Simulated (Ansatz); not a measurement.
# BFHI (SMILES FBI): functionals against CCSD(T) at one geometry

The task here is to estimate one member of a computed series from the others.

Computed with Ansatz 0.2.0, Gaussian basis. Level: single points in def2-TZVPP.

Correlated methods freeze the cores. Filled d shells of the heavier atoms are correlated. Core potentials replace the inner electrons past krypton, and spin-orbit coupling is left out.

## The starting structure

SMILES `FBI`, 4 atoms, charge 0, spin multiplicity 1.

Atoms are counted from 1 here; the program's logs count them from 0.

Bond lengths: F1–B2 1.420 Å, B2–I3 2.215 Å, B2–H4 0.842 Å. Angles: F1–B2–I3 107.2°, F1–B2–H4 120.3°, I3–B2–H4 124.7°.

As a file:

```csv
atom,x (Å),y (Å),z (Å)
F1,-0.10960,0.88020,-0.96660
B2,-0.30140,0.05200,0.17110
I3,1.63920,-0.92540,0.60320
H4,-1.05530,-0.29110,0.32400
```

Set-up of the first run:

run/in.yaml reads:

```yaml
crystal:
  periodic: [false, false, false]
  atoms:
    - {symbol: F, position_ang: [-0.109600, 0.880200, -0.966600]}
    - {symbol: B, position_ang: [-0.301400, 0.052000, 0.171100]}
    - {symbol: I, position_ang: [1.639200, -0.925400, 0.603200]}
    - {symbol: H, position_ang: [-1.055300, -0.291100, 0.324000]}
basis:
  gaussian: {orbitals: def2-TZVPP}
correlation: {method: ccsd_t}
output: {forces: true}
```

No record of the launch command was kept for these runs.

Among the steps run: CCSD(T)/def2-TZVPP; PBE0-D4/def2-TZVPP; wB97M-V/def2-TZVPP; r2SCAN-D4/def2-TZVPP; PBE-D4/def2-TZVPP; wB97X-V/def2-TZVPP; BLYP-D4/def2-TZVPP.

One table of the session follows, with a row left open; its other results are not shown here.

```
   method  RMS force component (eV/Å)  angle to CCSD(T) forces (°)  dipole (D)
  CCSD(T)                       9.778                    reference        1.42
  PBE0-D4                           ?                            ?           ?
  wB97M-V                       9.643                          0.2        1.48
r2SCAN-D4                       9.713                          0.4        1.33
   PBE-D4                       9.640                          1.1        1.17
  wB97X-V                       9.793                          0.1        1.50
  BLYP-D4                       9.439                          1.5        1.20
```

**Question.** Estimate the row for PBE0-D4.

The run gave: RMS force component (eV/Å): 9.783; angle to CCSD(T) forces (°): 0.5; dipole (D): 1.38. In the column «RMS force component (eV/Å)» it lies between CCSD(T) (9.778) and wB97X-V (9.793).
